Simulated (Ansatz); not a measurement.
CsMgBiO3 in Ansatz: the effect of target pressure

The system is CsMgBiO3.

```
Bi Cs Mg O
1.0
     3.23052    1.86514    3.79701
    -3.23052    1.86514    3.79701
     0.00000   -3.73028    3.79701
Bi Cs Mg O
1 1 1 3
Direct
  0.56530 0.56530 0.56530
  0.91728 0.91728 0.91728
  0.30219 0.30219 0.30219
  0.98224 0.49139 0.49139
  0.49139 0.49139 0.98224
  0.49139 0.98224 0.49139
```

The cell comes from a database or a generator and needn't be the stable form of this composition.

Alike in all runs:

- Program: Ansatz 0.2.0
- Task: relaxation of cell and atoms
- Functional: r2SCAN
- Potentials or basis: Ansatz PAW
- Cutoff: 500 eV (not typed: the program's choice for these potentials)
- k mesh: 6 × 6 × 6
- Occupations: fermi-dirac, width 0.05 eV
- Spin: no spin polarisation

Each run relaxes the cell or the atoms first.

```csv
target pressure,relaxed volume (Å³/atom),gap on the mesh (eV)
0 GPa,?,?
2 GPa,21.50,3.09
5 GPa,19.55,2.49
10 GPa,17.58,1.57
20 GPa,15.60,0.68
30 GPa,14.47,none
```

**Question.** What does the run with target pressure 0 GPa give?

**Answer.** Relaxed volume 23.41 Å³/atom; gap on the mesh 3.38 eV.

Worked out: In Murnaghan's law V^(-B') rises as a straight line in P. The other rows fit best with B' = 4.7, V0 = 23.87 Å³/atom and B0 = 15 GPa, which gives 23.87 Å³/atom at 0 GPa, against the run's 23.41.

Caveats: the plane-wave basis is chosen anew once the cell has moved, so the energies of steps on either side of that aren't comparable; the PAW data sets come from PBE, with cores solved anew for the run's functional, which leaves a small shift of forces and pressure; spin-orbit coupling is left out, which as a rule narrows the gap of such compounds by several tenths of an eV (some runs); the volume moved by over 15 % at a fixed basis, so the end points are rough (some runs); spin-orbit coupling is left out, which moves the levels of the heavy elements (some runs).

A k mesh can miss the band edges.

A gap of «none» marks a metal or a gap under the smearing width.
